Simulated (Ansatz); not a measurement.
# C2H3BClFO: up Jacob's ladder to CCSD(T)

Aim: compute C2H3BClFO with functionals from several rungs and with coupled cluster, and see how far each lands from CCSD(T) at the basis-set limit for the atomisation energy.

The runs use Ansatz 0.2.0, Gaussian basis; functionals in def2-TZVPP, the program's frozen cores in correlated methods.

Levels to be run: LDA (SPW92), PBE-D4, revPBE-D4, BLYP-D4, r2SCAN-D4, B97M-V, PBE0-D4, B3LYP-D4, r2SCANh-D4, r2SCAN0-D4, HSE06-D4, BHLYP-D4, CAM-B3LYP-D4, LC-ωPBE, ωB97X-V, ωB97M-V, B2PLYP, PBE-QIDH; CCSD(T)/def2-SVP; CCSD(T)/def2-TZVPP; MP2/def2-QZVPP; extrapolation to the limit; RPA on PBE.

## 1. The relaxed structure

An earlier PBE0-D4 in a triple-zeta def2 set relaxation fixed the geometry.

SMILES `C=COB(F)Cl`, 9 atoms, charge 0, spin multiplicity 1.

Atoms are counted from 1 here; the program's logs count them from 0.

Bond lengths: C1–C2 1.320 Å, C1–H7 1.081 Å, C1–H8 1.082 Å, C2–O3 1.371 Å, C2–H9 1.084 Å, O3–B4 1.346 Å, B4–F5 1.320 Å, B4–Cl6 1.750 Å. Angles: C2–C1–H7 118.9°, C2–C1–H8 122.8°, H7–C1–H8 118.3°, C1–C2–O3 125.8°, C1–C2–H9 123.1°, O3–C2–H9 111.0°, C2–O3–B4 126.4°, O3–B4–F5 122.8°, O3–B4–Cl6 118.4°, F5–B4–Cl6 118.7°.

## 2. LDA

This LDA is Slater exchange with PW92 correlation.

File in.yaml:

```yaml
crystal:
  periodic: [false, false, false]
  atoms:
    - {symbol: C, position_ang: [0.537952, -1.402719, -0.012783]}
    - {symbol: C, position_ang: [0.172586, -0.478131, 0.855858]}
    - {symbol: O, position_ang: [-0.610501, 0.614063, 0.583185]}
    - {symbol: B, position_ang: [-0.534388, 1.399481, -0.506650]}
    - {symbol: F, position_ang: [0.379011, 1.234489, -1.445431]}
    - {symbol: Cl, position_ang: [-1.683192, 2.708640, -0.672100]}
    - {symbol: H, position_ang: [1.131686, -2.238036, 0.332297]}
    - {symbol: H, position_ang: [0.268888, -1.362267, -1.060018]}
    - {symbol: H, position_ang: [0.426359, -0.521819, 1.908442]}
basis:
  gaussian: {orbitals: def2-TZVPP}
hamiltonian: {xc: lda}
output: {orbitals: {seedname: orbitals}}
```

Run with:

```
> ansatz run in.yaml --threads 4 --pin off --events-out ev --progress --plain --max-ram 10444MiB
```

After this run come: PBE-D4 (GGA); revPBE-D4 (GGA); BLYP-D4 (GGA); r2SCAN-D4 (meta-GGA); B97M-V (meta-GGA); B3LYP-D4 (hybrid); r2SCANh-D4 (hybrid); r2SCAN0-D4 (hybrid); HSE06-D4 (hybrid); BHLYP-D4 (hybrid); CAM-B3LYP-D4 (range-separated); LC-ωPBE (range-separated); ωB97X-V (range-separated); ωB97M-V (range-separated); B2PLYP (double hybrid); PBE-QIDH (double hybrid); CCSD(T) in def2-SVP; CCSD(T) in def2-TZVPP; MP2 in def2-QZVPP; RPA on PBE orbitals.

Q: Predict the results of all the runs planned. Wanted: atomisation energy, CCSD(T)/CBS; farthest beyond LDA; mean size of error, GGA; mean size of error, meta-GGA; mean size of error, hybrid; mean size of error, range-separated; mean size of error, double hybrid; gap, smallest and largest; T1 diagnostic.

As calculated:

```
                               quantity                                                        value
        atomisation energy, CCSD(T)/CBS                                                3928.6 kJ/mol
 functionals within 19.6 kJ/mol (0.5 %)  revPBE-D4, B3LYP-D4, r2SCANh-D4, LC-ωPBE, ωB97X-V, PBE-QIDH
                    farthest beyond LDA                                       PBE-D4 (+141.5 kJ/mol)
                mean size of error, GGA                                                  59.9 kJ/mol
           mean size of error, meta-GGA                                                  39.8 kJ/mol
             mean size of error, hybrid                                                  46.1 kJ/mol
    mean size of error, range-separated                                                  21.3 kJ/mol
      mean size of error, double hybrid                                                  13.4 kJ/mol
              gap, smallest and largest                    5.14 eV (LDA (SPW92)), 12.55 eV (LC-ωPBE)
                          T1 diagnostic                                                       0.0124
triples share of the correlation energy                                                        3.9 %
```

What this shows: The LDA atomisation energy is off by 659.6 kJ/mol (17 %): it overbinds. PBE-D4 misses by +141.5 kJ/mol. Double hybrids carry the basis error of their MP2 part in triple zeta, and no dispersion term here, so their miss is partly the set-up's. Taken by rung, double hybrid functionals do best (13.4 kJ/mol on average) and GGA ones worst beyond LDA (59.9 kJ/mol). hybrid functionals lie within the reference's doubt of that worst mean (46.1 kJ/mol), so those two tie. The gap between the best rungs is small, so their order is not settled. Misses under about 19.6 kJ/mol are within the doubt on the reference itself, which lacks core-valence correlation, relativity and higher excitations. Hartree-Fock recovers 74 % of the binding; the rest is correlation. CCSD(T) in def2-SVP is off by -155.1 kJ/mol, more than most functionals: a good method in a small basis is no reference. Orbital gaps span 5.1 to 12.6 eV; exact exchange widens them.
